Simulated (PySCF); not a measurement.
# C2Cl2F4 (dichlorotetrafluoroethane) at 6 levels

We compute a comparison of 6 runs (HF/STO-3G, HF/3-21G, M06-2X/6-31G*, TPSS/6-31G*, r2SCAN/6-31G*, wB97X/6-31G*) of C2Cl2F4 (dichlorotetrafluoroethane). The job is set up through a Python script.

The calculation is run with PySCF 2.14.0.

2 further runs of the same task are left out: 2 set aside as unsound or not needed.

### 1 The system as given

C2Cl2F4 has 8 atoms, charge 0, and is taken as a singlet. As SMILES, `FC(F)(Cl)C(F)(F)Cl`. The coordinates come from a PBE0-D4/def2-TZVP relaxation. This is one conformer, not always the lowest.

Bond lengths: F1–C2 1.329 Å, C2–F3 1.329 Å, C2–Cl4 1.757 Å, C2–C5 1.555 Å, C5–F6 1.329 Å, C5–F7 1.329 Å, C5–Cl8 1.757 Å. Some angles: F1–C2–F3 108.7°, F1–C2–Cl4 109.7°, F1–C2–C5 109.3°, F3–C2–Cl4 109.7°, F3–C2–C5 109.3°, Cl4–C2–C5 110.2°, C2–C5–F6 109.3°, C2–C5–F7 109.3°, C2–C5–Cl8 110.2°, F6–C5–F7 108.7°.

### 2 A single-point energy at HF/STO-3G (run 1)

File input.xyz:

```xyz
8

F      0.267760    -1.567040    -0.724840
C     -0.250750    -0.345590    -0.649700
F      0.153990     0.355720    -1.703640
Cl    -2.005130    -0.446830    -0.644660
C      0.250750     0.345580     0.649700
F     -0.154030    -0.355670     1.703660
F     -0.267710     1.567060     0.724780
Cl     2.005130     0.446760     0.644700
```

File calc.py:

```python
from pyscf import gto, scf

system = gto.M(
    atom='input.xyz',
    spin=0,
    max_memory=1860,
    verbose=3,
    basis='sto-3g',
)

hf = scf.RHF(system)
hf.conv_tol = 1e-10
hf.kernel()
if not hf.converged:
    hf = hf.newton().run(hf.mo_coeff, hf.mo_occ)

e_tot = hf.e_tot
print('E = %.10f Eh' % e_tot)
```

Command:

```sh
$ OMP_NUM_THREADS=1 python calc.py
```

Standard output:

```text
converged SCF energy = -1376.10826292738
E = -1376.1082629274 Eh
```

Wall time 1.5 s (1 thread of Intel Xeon at 2.70GHz, shared host); peak memory 0.1 GiB.

### 3 The energy at HF/3-21G (run 2)

File calc.py:

```python
from pyscf import gto, scf

mol = gto.M(
    atom='''
F      0.267760    -1.567040    -0.724840
C     -0.250750    -0.345590    -0.649700
F      0.153990     0.355720    -1.703640
Cl    -2.005130    -0.446830    -0.644660
C      0.250750     0.345580     0.649700
F     -0.154030    -0.355670     1.703660
F     -0.267710     1.567060     0.724780
Cl     2.005130     0.446760     0.644700
''',
    verbose=4,
    charge=0,
    basis='3-21g',
    max_memory=1860,
    spin=0,
)

myscf = scf.RHF(mol)
myscf.conv_tol = 1e-10
myscf.kernel()
if not myscf.converged:
    myscf = myscf.newton().run(myscf.mo_coeff, myscf.mo_occ)

energy = myscf.e_tot
print('E(%s) = %.9f' % ('HF', energy))
```

Command:

```sh
$ OMP_NUM_THREADS=1 python calc.py
```

Standard output:

```text
PySCF version 2.14.0

[INPUT] num. atoms = 8
[INPUT] num. electrons = 82
[INPUT] charge = 0
[INPUT] spin (= nelec alpha-beta = 2S) = 0
[INPUT] symmetry False subgroup None
[INPUT] Mole.unit = angstrom
[INPUT] Symbol           X                Y                Z      unit          X                Y                Z       unit  Magmom
[INPUT]  1 F      0.267760000000  -1.567040000000  -0.724840000000 AA    0.505993067114  -2.961276426238  -1.369749084130 Bohr   0.0
[INPUT]  2 C     -0.250750000000  -0.345590000000  -0.649700000000 AA   -0.473848825735  -0.653070451388  -1.227755063130 Bohr   0.0
[INPUT]  3 F      0.153990000000   0.355720000000  -1.703640000000 AA    0.290998925922   0.672213377030  -3.219413014854 Bohr   0.0
[INPUT]  4 Cl    -2.005130000000  -0.446830000000  -0.644660000000 AA   -3.789146544149  -0.844386324239  -1.218230843462 Bohr   0.0
[INPUT]  5 C      0.250750000000   0.345580000000   0.649700000000 AA    0.473848825735   0.653051554127   1.227755063130 Bohr   0.0
[INPUT]  6 F     -0.154030000000  -0.355670000000   1.703660000000 AA   -0.291074514967  -0.672118890724   3.219450809377 Bohr   0.0
[INPUT]  7 F     -0.267710000000   1.567060000000   0.724780000000 AA   -0.505898580807   2.961314220761   1.369635700562 Bohr   0.0
[INPUT]  8 Cl     2.005130000000   0.446760000000   0.644700000000 AA    3.789146544149   0.844254043411   1.218306432507 Bohr   0.0

nuclear repulsion = 614.855897398493
number of shells = 44
number of NR pGTOs = 144
number of NR cGTOs = 80
basis = 3-21g
ecp = {}

******** <class 'pyscf.scf.hf.RHF'> ********
method = RHF
initial guess = minao
damping factor = 0
level_shift factor = 0
DIIS = <class 'pyscf.scf.diis.CDIIS'>
diis_start_cycle = 1
diis_space = 8
diis_damp = 0
SCF conv_tol = 1e-10
SCF conv_tol_grad = None
SCF max_cycles = 50
direct_scf = True
direct_scf_tol = 1e-13
Set gradient conv threshold to 1e-05
Initial guess from minao.
init E= -1386.26486905979
  HOMO = -0.353495266199374  LUMO = 0.112105030284161  gap/eV = 12.66963
cycle= 1 E= -1385.10757578905  delta_E= 1.16  |g|= 1.16  |ddm|= 3.08
  HOMO = -0.519383814452754  LUMO = -0.0223839404647705  gap/eV = 13.52406
cycle= 2 E= -1385.34496650764  delta_E= -0.237  |g|= 0.801  |ddm|= 2.18
  HOMO = -0.503915609264057  LUMO = 0.10140354602579  gap/eV = 16.47157
cycle= 3 E= -1385.46489707049  delta_E= -0.12  |g|= 0.0681  |ddm|= 0.748
  HOMO = -0.497846278166573  LUMO = 0.124239021716556  gap/eV = 16.92780
cycle= 4 E= -1385.46700314829  delta_E= -0.00211  |g|= 0.0214  |ddm|= 0.142
  HOMO = -0.498547226315077  LUMO = 0.123469368978104  gap/eV = 16.92593
cycle= 5 E= -1385.46723712289  delta_E= -0.000234  |g|= 0.00528  |ddm|= 0.054
  HOMO = -0.499324683878361  LUMO = 0.123055329831216  gap/eV = 16.93582
cycle= 6 E= -1385.46725106515  delta_E= -1.39e-05  |g|= 0.00114  |ddm|= 0.0139
  HOMO = -0.498986847730667  LUMO = 0.123403450161874  gap/eV = 16.93610
cycle= 7 E= -1385.46725160199  delta_E= -5.37e-07  |g|= 0.000207  |ddm|= 0.00249
  HOMO = -0.49899271436043  LUMO = 0.123428323811146  gap/eV = 16.93694
cycle= 8 E= -1385.46725162559  delta_E= -2.36e-08  |g|= 4.54e-05  |ddm|= 0.000472
  HOMO = -0.498989283632761  LUMO = 0.123420277800419  gap/eV = 16.93663
cycle= 9 E= -1385.46725162688  delta_E= -1.29e-09  |g|= 1e-05  |ddm|= 0.000113
  HOMO = -0.498988508169705  LUMO = 0.123421222582181  gap/eV = 16.93663
cycle= 10 E= -1385.46725162696  delta_E= -7.94e-11  |g|= 1.52e-06  |ddm|= 3.01e-05
  HOMO = -0.49898839081898  LUMO = 0.123421202394172  gap/eV = 16.93663
Extra cycle  E= -1385.46725162696  delta_E= -6.82e-13  |g|= 6.15e-07  |ddm|= 2.88e-06
converged SCF energy = -1385.46725162696
E(HF) = -1385.467251627
```

Run time: 1.4 s. Hardware: 1 thread of Intel Xeon at 2.70GHz, shared host; peak memory 0.14 GiB.

Runs 3 to 5 aren't shown in full; the table further down has their settings and results.

### 4 The energy at wB97X/6-31G(d) (spherical functions) (run 6)

File job.py:

```python
# dichlorotetrafluoroethane
from pyscf import gto, dft

molecule = gto.M(
    atom='''
F      0.505993    -2.961276    -1.369749
C     -0.473849    -0.653070    -1.227755
F      0.290999     0.672213    -3.219413
Cl    -3.789147    -0.844386    -1.218231
C      0.473849     0.653052     1.227755
F     -0.291075    -0.672119     3.219451
F     -0.505899     2.961314     1.369636
Cl     3.789147     0.844254     1.218306
''',
    verbose=4,
    unit='bohr',
    max_memory=1860,
    charge=0,
    basis='6-31g*',
)

myscf = dft.RKS(molecule, xc='wb97x')
myscf.conv_tol = 1e-10
myscf.grids.level = 5
myscf.kernel()
if not myscf.converged:
    myscf = myscf.newton().run(myscf.mo_coeff, myscf.mo_occ)

e_tot = myscf.e_tot
print(f'total energy: {e_tot:.8f} hartree')
```

Command:

```sh
$ OMP_NUM_THREADS=1 python job.py
```

Standard output:

```text
PySCF version 2.14.0

[INPUT] num. atoms = 8
[INPUT] num. electrons = 82
[INPUT] charge = 0
[INPUT] spin (= nelec alpha-beta = 2S) = 0
[INPUT] symmetry False subgroup None
[INPUT] Mole.unit = bohr
[INPUT] Symbol           X                Y                Z      unit          X                Y                Z       unit  Magmom
[INPUT]  1 F      0.267759964485  -1.567039774444  -0.724839955480 AA    0.505993000000  -2.961276000000  -1.369749000000 Bohr   0.0
[INPUT]  2 C     -0.250750092217  -0.345589761136  -0.649699966593 AA   -0.473849000000  -0.653070000000  -1.227755000000 Bohr   0.0
[INPUT]  3 F      0.153990039201   0.355719800484  -1.703639992140 AA    0.290999000000   0.672213000000  -3.219413000000 Bohr   0.0
[INPUT]  4 Cl    -2.005130241226  -0.446829828420  -0.644660082836 AA   -3.789147000000  -0.844386000000  -1.218231000000 Bohr   0.0
[INPUT]  5 C      0.250750092217   0.345580235946   0.649699966593 AA    0.473849000000   0.653052000000   1.227755000000 Bohr   0.0
[INPUT]  6 F     -0.154030256669  -0.355670057826   1.703660100874 AA   -0.291075000000  -0.672119000000   3.219451000000 Bohr   0.0
[INPUT]  7 F     -0.267710221827   1.567059883178   0.724780158456 AA   -0.505899000000   2.961314000000   1.369636000000 Bohr   0.0
[INPUT]  8 Cl     2.005130241226   0.446759977028   0.644699771127 AA    3.789147000000   0.844254000000   1.218306000000 Bohr   0.0

nuclear repulsion = 614.855876765596
number of shells = 52
number of NR pGTOs = 264
number of NR cGTOs = 120
basis = 6-31g*
ecp = {}

******** <class 'pyscf.dft.rks.RKS'> ********
method = RKS
initial guess = minao
damping factor = 0
level_shift factor = 0
DIIS = <class 'pyscf.scf.diis.CDIIS'>
diis_start_cycle = 1
diis_space = 8
diis_damp = 0
SCF conv_tol = 1e-10
SCF conv_tol_grad = None
SCF max_cycles = 50
direct_scf = True
direct_scf_tol = 1e-13
XC library pyscf.dft.libxc version 7.0.0
    S. Lehtola, C. Steigemann, M. J.T. Oliveira, and M. A.L. Marques.,  SoftwareX 7, 1–5 (2018)
XC functionals = wb97x
radial grids:
    Treutler-Ahlrichs [JCP 102, 346 (1995); DOI:10.1063/1.469408] (M4) radial grids

becke partition: Becke, JCP 88, 2547 (1988); DOI:10.1063/1.454033
pruning grids: <function nwchem_prune>
grids dens level: 5
symmetrized grids: False
atomic radii adjust function: <function treutler_atomic_radii_adjust>
small_rho_cutoff = 0
Set gradient conv threshold to 1e-05
[... 1 set-up line as earlier in the session ...]
tot grids = 347568
init E= -1397.15374879075
  HOMO = -0.352135636251972  LUMO = 0.0354812901793697  gap/eV = 10.54759
cycle= 1 E= -1395.45292241543  delta_E=  1.7  |g|= 1.32  |ddm|= 2.96
  HOMO = -0.459354305133565  LUMO = -0.0629681216991909  gap/eV = 10.78622
cycle= 2 E= -1395.3352346202  delta_E= 0.118  |g|= 1.68  |ddm|= 2.01
  HOMO = -0.443089096331371  LUMO = 0.0609465888335454  gap/eV = 13.71551
cycle= 3 E= -1395.81228774367  delta_E= -0.477  |g|= 0.0543  |ddm|= 1.03
  HOMO = -0.44537889519582  LUMO = 0.0706905811876721  gap/eV = 14.04297
cycle= 4 E= -1395.81308868239  delta_E= -0.000801  |g|= 0.0297  |ddm|= 0.0945
  HOMO = -0.444391820313247  LUMO = 0.0707553607363973  gap/eV = 14.01787
cycle= 5 E= -1395.81330131948  delta_E= -0.000213  |g|= 0.0064  |ddm|= 0.0417
  HOMO = -0.444667831645575  LUMO = 0.0711459967306816  gap/eV = 14.03601
cycle= 6 E= -1395.81331911058  delta_E= -1.78e-05  |g|= 0.00119  |ddm|= 0.0149
  HOMO = -0.444697400249846  LUMO = 0.0710702996277273  gap/eV = 14.03475
cycle= 7 E= -1395.81332027476  delta_E= -1.16e-06  |g|= 0.000266  |ddm|= 0.00494
  HOMO = -0.444708969806618  LUMO = 0.0710838535364049  gap/eV = 14.03544
cycle= 8 E= -1395.81332031739  delta_E= -4.26e-08  |g|= 5.99e-05  |ddm|= 0.000813
  HOMO = -0.444705813332456  LUMO = 0.0710942003255703  gap/eV = 14.03563
cycle= 9 E= -1395.81332031949  delta_E= -2.1e-09  |g|= 9.42e-06  |ddm|= 0.000181
  HOMO = -0.444706313355372  LUMO = 0.071093719383891  gap/eV = 14.03563
cycle= 10 E= -1395.81332031956  delta_E= -7.5e-11  |g|= 2.25e-06  |ddm|= 3.29e-05
  HOMO = -0.444706271442918  LUMO = 0.0710937384974337  gap/eV = 14.03563
Extra cycle  E= -1395.81332031956  delta_E= 2.27e-12  |g|= 8.77e-07  |ddm|= 5.16e-06
converged SCF energy = -1395.81332031956
total energy: -1395.81332032 hartree
```

Run time: 66 s. Hardware: 1 thread of Intel Xeon at 2.70GHz, shared host; peak memory 0.7 GiB.

### 5 Overview of the runs

```
run                                level  integration grid   energy (Eh)  dipole moment (D)  HOMO energy (eV)  LUMO energy (eV)  wall time
  1                            HF/STO-3G                 –  -1376.108263               0.00            -11.06              7.49      1.5 s
  2                             HF/3-21G                 –  -1385.467252               0.00            -13.58              3.36      1.4 s
  3  M06-2X/6-31G* (spherical functions)                 5  -1395.722127               0.00            -11.03              0.64       62 s
  4    TPSS/6-31G* (spherical functions)                 5  -1395.988809               0.00             -8.21             -1.30       72 s
  5  r2SCAN/6-31G* (spherical functions)                 5  -1395.660872               0.00             -8.52             -1.30       60 s
  6   wB97X/6-31G* (spherical functions)                 5  -1395.813320               0.00            -12.10              1.93       66 s
```

### 6 What came out

| quantity | value |
| --- | --- |
| run 6: total energy | -1395.81332 Eh |
| run 6: dipole moment | 0.00 D |
| run 6: HOMO energy | -12.10 eV |
| run 6: LUMO energy | 1.93 eV |
| run 6: HOMO–LUMO gap | 14.04 eV |

In words: The HOMO–LUMO gap runs from 6.91 eV (TPSS/6-31G*) to 18.55 eV (HF/STO-3G). The two ends differ in method and basis. Totals of different functionals can't be ranked against each other. In run 1 the basis is minimal, so the values are rough. All runs together took 4.4 min, the longest 72 s.
